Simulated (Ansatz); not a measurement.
**C₄H₃F₇: up Jacob's ladder to CCSD(T)**

Aim: compute C₄H₃F₇ with functionals from several rungs and with coupled cluster. The yardstick is the atomisation energy at the CCSD(T) limit.

Program: Ansatz 0.2.0, Gaussian basis. Level of theory: functionals in def2-TZVPP, the program's frozen cores in correlated methods. These are calculated values, not measurements.

Levels to be run: LDA (SPW92), PBE-D4, revPBE-D4, BLYP-D4, r2SCAN-D4, B97M-V, PBE0-D4, B3LYP-D4, r2SCANh-D4, r2SCAN0-D4, HSE06-D4, BHLYP-D4, CAM-B3LYP-D4, LC-ωPBE, ωB97X-V, ωB97M-V, B2PLYP, PBE-QIDH; CCSD(T)/def2-SVP; CCSD(T)/def2-TZVPP; MP2/def2-QZVPP; extrapolation to the limit; RPA on PBE.

1 further run of the same task is left out (it didn't finish).

## 1. Structure used throughout

An earlier PBE0-D4 in a triple-zeta def2 set relaxation fixed the geometry.

SMILES `FC(F)C(F)(F)CC(F)(F)F`, 14 atoms, charge 0, spin multiplicity 1.

Atoms are counted from 1 here; the program's logs count them from 0.

Bond lengths: F1–C2 1.350 Å, C2–F3 1.342 Å, C2–C4 1.536 Å, C2–H12 1.092 Å, C4–F5 1.352 Å, C4–F6 1.352 Å, C4–C7 1.516 Å, C7–C8 1.510 Å, C7–H13 1.091 Å, C7–H14 1.090 Å, C8–F9 1.342 Å, C8–F10 1.336 Å, C8–F11 1.333 Å. Angles: F1–C2–F3 108.5°, F1–C2–C4 108.9°, F1–C2–H12 109.4°, F3–C2–C4 109.0°, F3–C2–H12 109.2°, C4–C2–H12 111.8°, C2–C4–F5 107.1°, C2–C4–F6 108.1°, C2–C4–C7 115.9°, F5–C4–F6 107.5°, F5–C4–C7 110.9°, F6–C4–C7 107.1°, C4–C7–C8 116.9°, C4–C7–H13 107.1°, C4–C7–H14 108.5°, C8–C7–H13 107.8°, C8–C7–H14 107.8°, H13–C7–H14 108.5° and more.

## 2. LDA

This LDA is Slater exchange with PW92 correlation.

The input, in.yaml:

```yaml
crystal:
  periodic: [false, false, false]
  atoms:
    - {symbol: F, position_ang: [0.011989, -0.341778, 2.217962]}
    - {symbol: C, position_ang: [0.399880, 0.707652, 1.462265]}
    - {symbol: F, position_ang: [0.282289, 1.826487, 2.194243]}
    - {symbol: C, position_ang: [-0.525361, 0.810039, 0.240788]}
    - {symbol: F, position_ang: [-0.058522, 1.819123, -0.528391]}
    - {symbol: F, position_ang: [-1.756012, 1.165296, 0.674004]}
    - {symbol: C, position_ang: [-0.689724, -0.458185, -0.573739]}
    - {symbol: C, position_ang: [0.551837, -1.017765, -1.225869]}
    - {symbol: F, position_ang: [1.492762, -1.342361, -0.325168]}
    - {symbol: F, position_ang: [0.243240, -2.132722, -1.894783]}
    - {symbol: F, position_ang: [1.107608, -0.169263, -2.090493]}
    - {symbol: H, position_ang: [1.444339, 0.577123, 1.170078]}
    - {symbol: H, position_ang: [-1.410910, -0.240522, -1.363183]}
    - {symbol: H, position_ang: [-1.106214, -1.232323, 0.071088]}
basis:
  gaussian: {orbitals: def2-TZVPP}
hamiltonian: {xc: lda}
output: {orbitals: {seedname: orbitals}}
```

Started as:

```sh
> ansatz run in.yaml --threads 4 --pin off --events-out ev --progress --plain --max-ram 66560MiB --backend cuda --devices 0, --max-vram 37GiB
```

The runs that follow: PBE-D4 (GGA); revPBE-D4 (GGA); BLYP-D4 (GGA); r2SCAN-D4 (meta-GGA); B97M-V (meta-GGA); B3LYP-D4 (hybrid); r2SCANh-D4 (hybrid); r2SCAN0-D4 (hybrid); HSE06-D4 (hybrid); BHLYP-D4 (hybrid); CAM-B3LYP-D4 (range-separated); LC-ωPBE (range-separated); ωB97X-V (range-separated); ωB97M-V (range-separated); B2PLYP (double hybrid); PBE-QIDH (double hybrid); CCSD(T) in def2-SVP; CCSD(T) in def2-TZVPP; MP2 in def2-QZVPP; RPA on PBE orbitals.

**Question.** What will the summary of the whole plan be? Wanted: atomisation energy, CCSD(T)/CBS; farthest beyond LDA; mean size of error, GGA; mean size of error, meta-GGA; mean size of error, hybrid; mean size of error, range-separated; mean size of error, double hybrid; gap, smallest and largest; T1 diagnostic.

As calculated:

| quantity | value |
| --- | --- |
| atomisation energy, CCSD(T)/CBS | 5816.0 kJ/mol |
| functionals within 29.1 kJ/mol (0.5 %) | BLYP-D4, B97M-V, r2SCANh-D4, PBE-QIDH |
| farthest beyond LDA | BHLYP-D4 (-331.6 kJ/mol) |
| mean size of error, GGA | 111.9 kJ/mol |
| mean size of error, meta-GGA | 32.8 kJ/mol |
| mean size of error, hybrid | 105.1 kJ/mol |
| mean size of error, range-separated | 49.7 kJ/mol |
| mean size of error, double hybrid | 44.4 kJ/mol |
| gap, smallest and largest | 8.36 eV (LDA (SPW92)), 16.26 eV (LC-ωPBE) |
| T1 diagnostic | 0.0120 |
| triples share of the correlation energy | 3.2 % |

What this shows: The LDA atomisation energy is off by 1260.8 kJ/mol (22 %): it overbinds. PBE-D4 is off by +277.6 kJ/mol. Double hybrids carry the basis error of their MP2 part in triple zeta, and no dispersion term here, so their miss is partly the set-up's. Taken by rung, meta-GGA functionals do best (32.8 kJ/mol on average) and GGA ones worst beyond LDA (111.9 kJ/mol). hybrid functionals lie within the reference's doubt of that worst mean (105.1 kJ/mol), so those two tie. The gap between the best rungs is small, so their order is not settled. The reference freezes the cores and leaves out relativity and excitations past (T), so misses under about 29.1 kJ/mol can't be ranked. Hartree-Fock recovers 69 % of the binding; the rest is correlation. CCSD(T) in def2-SVP is off by -250.9 kJ/mol, more than most functionals: a good method in a small basis is no reference. The gap grows from 8.4 to 16.3 eV across the functionals, mostly with the share of exact exchange.
